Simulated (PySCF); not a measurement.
# C2H8FNSi: the cost of one run

The runs use PySCF 2.14.0, with density-fitted response routines of our own; the level of theory stands in each step. All values are computed, except where a source is named. Atoms are numbered from 0 throughout.

## 1. The molecule as given

13 atoms, charge 0, multiplicity 1; geometry from: PBE0-D3(BJ)/def2-SVP.

Bonds of the start (Å): C0–N1 1.44, N1–Si2 1.71, Si2–C3 1.86, Si2–F4 1.64, C0–H5 1.10, C0–H6 1.11, C0–H7 1.10, N1–H8 1.01, Si2–H9 1.49, C3–H10 1.10, C3–H11 1.10, C3–H12 1.10.

## 2. NMR shieldings: PBE0/pcSseg-2

The job: settings as JSON, then the geometry in Å.

```
{"job": {"kind": "nmr", "xc": "PBE0", "basis": "pcSseg-2", "pop": false}, "charge": 0, "multiplicity": 1}
C     -1.716802     0.636563     0.102674
N     -1.012045    -0.532753    -0.366348
Si     0.672978    -0.685804    -0.628027
C      1.654400     0.120479     0.730846
F      1.173029     0.027758    -2.015211
H     -2.504404     0.373586     0.829592
H     -2.189658     1.220451    -0.708479
H     -1.021393     1.313147     0.621703
H     -1.612287    -1.225235    -0.800224
H      0.948461    -2.137375    -0.804910
H      1.456335     1.202455     0.781626
H      1.423909    -0.322877     1.711057
H      2.730831    -0.002695     0.537644
```

With the program's defaults for keys left out, this is: GIAO PBE0/pcSseg-2 NMR shielding, non-relativistic, gas phase.

Launch:

```console
$ OMP_NUM_THREADS=1 python probes_run.py task.json out
```

One launch serves the whole session: the jobs run in the order shown.

**Question.** How long does this first job take on 1 thread of Arm Neoverse V1, shared host, and how much memory does it need?

About 39 s, with a peak of 1.2 GiB.
